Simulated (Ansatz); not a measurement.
# H7NSSi2 (built from SMILES N[SiH]([SiH3])S; bonds differ from it in a structure shown): search for a transition state, part 2 of 2

Ansatz 0.2.0, Gaussian basis; PBE0-D4.

### 6 Vibrations at the point found

vib/in.yaml

```yaml
crystal:
  periodic: [false, false, false]
  atoms:
    - {symbol: Si, position_ang: [-0.338388, 0.281057, -0.701779]}
    - {symbol: N, position_ang: [1.341237, 0.936986, -0.330110]}
    - {symbol: S, position_ang: [0.419679, -0.742489, -2.327607]}
    - {symbol: H, position_ang: [1.478257, 0.200224, -1.440278]}
    - {symbol: H, position_ang: [-1.182645, 1.487675, -0.936090]}
    - {symbol: Si, position_ang: [-1.136947, -0.957353, 1.118285]}
    - {symbol: H, position_ang: [1.491625, 1.937324, -0.400194]}
    - {symbol: H, position_ang: [1.832132, 0.569803, 0.476913]}
    - {symbol: H, position_ang: [-0.050526, -1.855498, 1.597422]}
    - {symbol: H, position_ang: [-2.300033, -1.780836, 0.697407]}
    - {symbol: H, position_ang: [-1.554390, -0.076891, 2.246032]}
basis:
  gaussian: {orbitals: def2-TZVP}
hamiltonian: {xc: pbe0, dispersion: d4}
phonons: {temperatures: {t_min: 298.15, t_max: 900, t_step: 200}}
```

Started as:

```
> ansatz run in.yaml --threads 4 --pin off --events-out ev --progress --plain --max-ram 9574MiB
```

What it wrote (excerpt; [...] marks lines left out):

```text
Functional definition: PBE0
  name "PBE0"
  cite "Adamo & Barone, J. Chem. Phys. 110, 6158 (1999) doi:10.1063/1.478522"
  cite "Perdew, Burke & Ernzerhof, Phys. Rev. Lett. 77, 3865 (1996) doi:10.1103/PhysRevLett.77.3865"
  parent pbe
[...]
1270 factors; their error is unknown
[...]
mean field -28184.41654577 eV, -1035.7582039735 hartree, gradient 2.7e-5 eV, S^2 0.000000; 0 other end points of the search recorded, 0 dependent functions left out
[...]
reference -28184.41658022 eV, -1035.7582052395 hartree; 29, 29 occupied and 155, 155 virtual orbitals, 1270 factors
[... from here to the last solve, the lines of the solves are left out (65 solves) ...]
1270 factors; their error is unknown
mean field -28184.41650337 eV, -1035.7582024151 hartree, gradient 1.7e-6 eV, S^2 0.000000; 0 other end points of the search recorded, 0 dependent functions left out
[...]
WARN: phonons: modes at or below zero, which the zero-point energy, F, S and C_V leave out: 1, the lowest at -1364.16 cm⁻¹. A minimum has none, and a first-order saddle one
[...]
Atom 3 at     1.478257     0.200224    -1.440278 Å, force    -0.001615     0.000791     0.000038 eV/Å
Atom 4 at    -1.182645     1.487675    -0.936090 Å, force    -0.000521     0.001209    -0.000021 eV/Å
Atom 5 at    -1.136947    -0.957353     1.118285 Å, force    -0.003371     0.000261    -0.001378 eV/Å
Atom 6 at     1.491625     1.937324    -0.400194 Å, force     0.000391    -0.003878     0.000503 eV/Å
Atom 7 at     1.832132     0.569803     0.476913 Å, force    -0.000127     0.000568     0.001086 eV/Å
Atom 8 at    -0.050526    -1.855498     1.597422 Å, force     0.001534    -0.000354     0.001330 eV/Å
Atom 9 at    -2.300033    -1.780836     0.697407 Å, force     0.000456     0.000118    -0.000255 eV/Å
Atom 10 at    -1.554390    -0.076891     2.246032 Å, force     0.001069    -0.000167     0.000112 eV/Å
Dipole moment:     0.297624     0.567354     0.673544 e Å
Vibrations: -1364.16 88.46 111.78 140.96 237.39 364.29 452.84 485.59 500.33 608.76 676.01 719.35 770.85 801.56 859.48 902.38 932.55 936.49 1190.60 1509.08 1613.11 2182.71 2205.32 2217.67 2234.52 3517.36 3622.14 cm⁻¹, zero-point energy 1.852422 eV
```

Run time: 2 min. Hardware: 4 threads of Arm Neoverse V2, shared host.

Wavenumbers and character of the modes:

```csv
mode,wavenumber (cm⁻¹),character
1,1364i,"changes N2–H4, S3–H4"
2,88,"not assigned (largely outside the bonds, angles and torsions drawn)"
3,112,bend with torsion
4,141,torsion with bend
5,237,torsion
6,364,Si–Si stretch with torsion
7,453,bend with Si–Si stretch
8,486,bend
9,500,bend
10,609,Si–S stretch
11,676,Si–N stretch with bend
12,719,bend with Si–N stretch
13,771,wag or twist with bend
14,802,wag or twist
15,859,bend
16,902,bend
17,933,bend with wag or twist
18,936,bend with wag or twist
19,1191,"not assigned (largely outside the bonds, angles and torsions drawn)"
20,1509,"not assigned (largely outside the bonds, angles and torsions drawn)"
21,1613,"not assigned (largely outside the bonds, angles and torsions drawn)"
22,2183,Si–H stretch
23,2205,Si–H stretch
24,2218,Si–H stretch
25,2235,Si–H stretch
26,3517,N–H stretch
27,3622,N–H stretch
```

Vibrational sums (real modes only):

```csv
T (K),entropy (J/mol/K),heat capacity (J/mol/K)
298,70.7,81.1
498,122.3,119.9
698,166.9,144.4
898,205.4,161.1
```

### 7 Relaxing after a step of 0.30 Å one way along the mode

downa/in.yaml

```yaml
crystal:
  periodic: [false, false, false]
  atoms:
    - {symbol: Si, position_ang: [-0.408928, 0.242867, -0.763071]}
    - {symbol: N, position_ang: [1.359785, 0.899660, -0.415839]}
    - {symbol: S, position_ang: [0.322240, -0.762989, -2.349264]}
    - {symbol: H, position_ang: [1.610577, 0.346430, -1.214191]}
    - {symbol: H, position_ang: [-1.174656, 1.488084, -0.925950]}
    - {symbol: Si, position_ang: [-1.138220, -0.957599, 1.117983]}
    - {symbol: H, position_ang: [1.492560, 1.915506, -0.425608]}
    - {symbol: H, position_ang: [1.836430, 0.540271, 0.424360]}
    - {symbol: H, position_ang: [-0.046395, -1.849907, 1.602670]}
    - {symbol: H, position_ang: [-2.294257, -1.788584, 0.702672]}
    - {symbol: H, position_ang: [-1.559136, -0.073740, 2.246239]}
basis:
  gaussian: {orbitals: def2-TZVP}
hamiltonian: {xc: pbe0, dispersion: d4}
relax: {f_tol: 0.005, max_steps: 200}
```

Started as:

```
> ansatz run in.yaml --threads 4 --pin off --events-out ev --progress --plain --max-ram 9574MiB
```

What it wrote (excerpt; [...] marks lines left out):

```text
[... 5 set-up lines as earlier in the session ...]
[...]
1270 factors; their error is unknown
[...]
mean field -28184.61715659 eV, -1035.7655762851 hartree, gradient 7.5e-5 eV, S^2 0.000000; 0 other end points of the search recorded, 0 dependent functions left out
[...]
reference -28184.61719079 eV, -1035.7655775417 hartree; 29, 29 occupied and 155, 155 virtual orbitals, 1270 factors
relax step   1: F+E_penalty+E_count = -28184.85486774 eV  Δ(F+E_penalty+E_count) = +0.000e0 eV  max|allowed force component| = 3.231e0 eV/Å  Δτ_max = 0.0000 Å  (28 SCF iters, accepted)
[...]
Atom 1 at     1.297198     0.892484    -0.340464 Å, force    -0.002189    -0.001450    -0.001773 eV/Å
Atom 2 at     0.215209    -1.170592    -2.425264 Å, force     0.000399     0.000643    -0.000109 eV/Å
Atom 3 at     1.708266     1.312306    -1.172143 Å, force     0.000387     0.000119    -0.000909 eV/Å
Atom 4 at    -1.084079     1.315271    -1.189751 Å, force    -0.000786    -0.000190    -0.000010 eV/Å
Atom 5 at    -1.109570    -0.877488     1.087796 Å, force    -0.001038     0.000973    -0.001281 eV/Å
Atom 6 at     1.210509     1.596181     0.389662 Å, force     0.000183    -0.000501     0.000270 eV/Å
Atom 7 at     1.934020     0.159834    -0.035992 Å, force     0.000535     0.000256     0.000930 eV/Å
Atom 8 at    -0.119587    -1.871031     1.591007 Å, force     0.000807    -0.000388     0.000043 eV/Å
Atom 9 at    -2.421359    -1.549702     0.903127 Å, force    -0.000869    -0.000651     0.000131 eV/Å
Atom 10 at    -1.266858     0.170063     2.143559 Å, force     0.000105     0.000457     0.000898 eV/Å
Dipole moment:     0.690045     0.989011     0.877709 e Å
```

It took 79 s on 4 threads of Arm Neoverse V2, shared host.

The steps of the relaxation: (the energy doesn't fall at every step)

```csv
step,energy from step 1 (eV),largest force component (eV/Å)
1,0.0000,3.2306
2,-0.2433,0.5542
3,-0.2706,0.9320
4,-0.3538,0.6640
5,-0.3727,0.5150
6,-0.3729,0.2470
7,-0.2351,0.6605
8,-0.3927,0.0570
9,-0.4000,0.0416
10,-0.3993,0.4316
11,-0.4044,0.0248
12,-0.4075,0.1447
13,-0.4081,0.3292
14,-0.4146,0.0132
15,-0.4157,0.0163
16,-0.4106,0.3468
17,-0.4156,0.0455
18,-0.4160,0.0064
19,-0.4160,0.1062
20,-0.4164,0.0347
21,-0.4166,0.0094
22,-0.4168,0.0053
23,-0.4169,0.0282
24,-0.4169,0.0221
25,-0.4170,0.0069
26,-0.4170,0.0056
27,-0.4170,0.0065
28,-0.4170,0.0025
```

Distances of close pairs at the start and the end, largest changes first:

```csv
bond,before (Å),after (Å),change (Å)
Si1–N2,1.918,1.972,+0.054
Si1–S3,2.016,1.983,-0.033
Si1–H5,1.471,1.499,+0.028
N2–H4,1.003,1.018,+0.015
N2–H8,1.031,1.017,-0.013
N2–H7,1.025,1.018,-0.007
Si1–Si6,2.348,2.351,+0.003
Si6–H10,1.483,1.486,+0.002
```

### 8 Relaxing after a step of 0.30 Å the other way along the mode

downb/in.yaml

```yaml
crystal:
  periodic: [false, false, false]
  atoms:
    - {symbol: Si, position_ang: [-0.267849, 0.319247, -0.640487]}
    - {symbol: N, position_ang: [1.322689, 0.974311, -0.244381]}
    - {symbol: S, position_ang: [0.517119, -0.721990, -2.305951]}
    - {symbol: H, position_ang: [1.345937, 0.054018, -1.666365]}
    - {symbol: H, position_ang: [-1.190633, 1.487267, -0.946230]}
    - {symbol: Si, position_ang: [-1.135674, -0.957108, 1.118587]}
    - {symbol: H, position_ang: [1.490689, 1.959142, -0.374781]}
    - {symbol: H, position_ang: [1.827834, 0.599334, 0.529467]}
    - {symbol: H, position_ang: [-0.054657, -1.861090, 1.592173]}
    - {symbol: H, position_ang: [-2.305810, -1.773088, 0.692143]}
    - {symbol: H, position_ang: [-1.549645, -0.080043, 2.245825]}
basis:
  gaussian: {orbitals: def2-TZVP}
hamiltonian: {xc: pbe0, dispersion: d4}
relax: {f_tol: 0.005, max_steps: 200}
```

Started as:

```
> ansatz run in.yaml --threads 4 --pin off --events-out ev --progress --plain --max-ram 9574MiB
```

What it wrote (excerpt; [...] marks lines left out):

```text
[... 5 set-up lines as earlier in the session ...]
[...]
1270 factors; their error is unknown
[...]
mean field -28184.55998416 eV, -1035.7634752369 hartree, gradient 2.6e-5 eV, S^2 0.000000; 0 other end points of the search recorded, 0 dependent functions left out
[...]
reference -28184.56001873 eV, -1035.7634765074 hartree; 29, 29 occupied and 155, 155 virtual orbitals, 1270 factors
relax step   1: F+E_penalty+E_count = -28184.79818568 eV  Δ(F+E_penalty+E_count) = +0.000e0 eV  max|allowed force component| = 2.228e0 eV/Å  Δτ_max = 0.0000 Å  (27 SCF iters, accepted)
[...]
Atom 1 at     1.232956     1.226028     0.273467 Å, force    -0.001928    -0.001165    -0.001534 eV/Å
Atom 2 at     0.472232    -1.029032    -2.035725 Å, force     0.000642     0.000835    -0.000967 eV/Å
Atom 3 at     0.905423    -0.096002    -2.900977 Å, force     0.000064    -0.001022    -0.000168 eV/Å
Atom 4 at    -0.927768     1.410276    -1.063039 Å, force     0.000494    -0.000493     0.000114 eV/Å
Atom 5 at    -1.128258    -0.951852     1.127789 Å, force     0.000376     0.001803    -0.002084 eV/Å
Atom 6 at     1.594065     2.063492    -0.155105 Å, force    -0.000563    -0.000290     0.000280 eV/Å
Atom 7 at     1.959080     0.729517     0.765233 Å, force     0.000157     0.000427    -0.000011 eV/Å
Atom 8 at    -0.115575    -1.758698     1.864105 Å, force    -0.000223    -0.000255    -0.000215 eV/Å
Atom 9 at    -2.106395    -1.876922     0.497241 Å, force    -0.000019     0.000317     0.000467 eV/Å
Atom 10 at    -1.837571    -0.082544     2.104170 Å, force     0.000513    -0.000350     0.000282 eV/Å
Dipole moment:     0.286238     0.332847     0.022024 e Å
```

Run time: 54 s. Hardware: 4 threads of Arm Neoverse V2, shared host.

The steps of the relaxation: (the energy doesn't fall at every step)

```csv
step,energy from step 1 (eV),largest force component (eV/Å)
1,0.0000,2.2276
2,-0.4494,0.7942
3,-0.6464,0.6015
4,-0.7715,0.4869
5,-0.8406,0.1990
6,-0.8618,0.3083
7,-0.8875,0.2622
8,-0.9122,0.0914
9,-0.9163,0.2116
10,-0.9135,0.5037
11,-0.9250,0.3474
12,-0.9333,0.1571
13,-0.9362,0.0622
14,-0.8460,0.5963
15,-0.9372,0.0295
16,-0.9372,0.0292
17,-0.9373,0.0648
18,-0.9375,0.0097
19,-0.9375,0.0038
```

Close pairs (by a distance rule), those that changed most:

```csv
bond,before (Å),after (Å),change (Å)
Si1–N2,1.765,1.716,-0.049
S3–H4,1.303,1.344,+0.041
Si1–S3,2.115,2.155,+0.040
Si1–H5,1.520,1.486,-0.034
N2–H8,0.997,1.008,+0.010
Si6–H9,1.487,1.490,+0.003
Si6–H10,1.489,1.487,-0.002
Si1–Si6,2.340,2.341,+0.000
```

### 9 The three structures

```csv
pair,start side (Å),saddle (Å),end side (Å)
N2–H4,3.454,1.339,1.018
Si1–N2,1.716,1.841,1.972
S3–H4,1.344,1.672,3.157
```

### 10 Summary of results

The summary covers parts 1 to 2.

```
                       quantity                                        value
                 imaginary mode                                   1364i cm⁻¹
    barrier from the start side                                     1.082 eV
      barrier from the end side                                     0.618 eV
             energy of the step                                    +0.464 eV
              pairs that change  N2–H4 formed, Si1–N2 loosened, S3–H4 broken
zero-point energy at the saddle                                     1.852 eV
```

What this shows: The point has a single imaginary mode (1364i cm⁻¹), as a transition state must. It joins the planned start and end. A bond meant to break is only loosened at the end: the products stay bound as an adduct. At PBE0-D4/def2-TZVP the electronic barrier is 1.082 eV, about 42 kT at 298 K, and the step runs 0.464 eV uphill. The barrier is thin enough for tunnelling; the leading (Wigner) term alone is a factor of 2.8 at 298 K. These are plain relaxations, not an intrinsic reaction coordinate. The ends are the nearest minima, not always the lowest complexes.
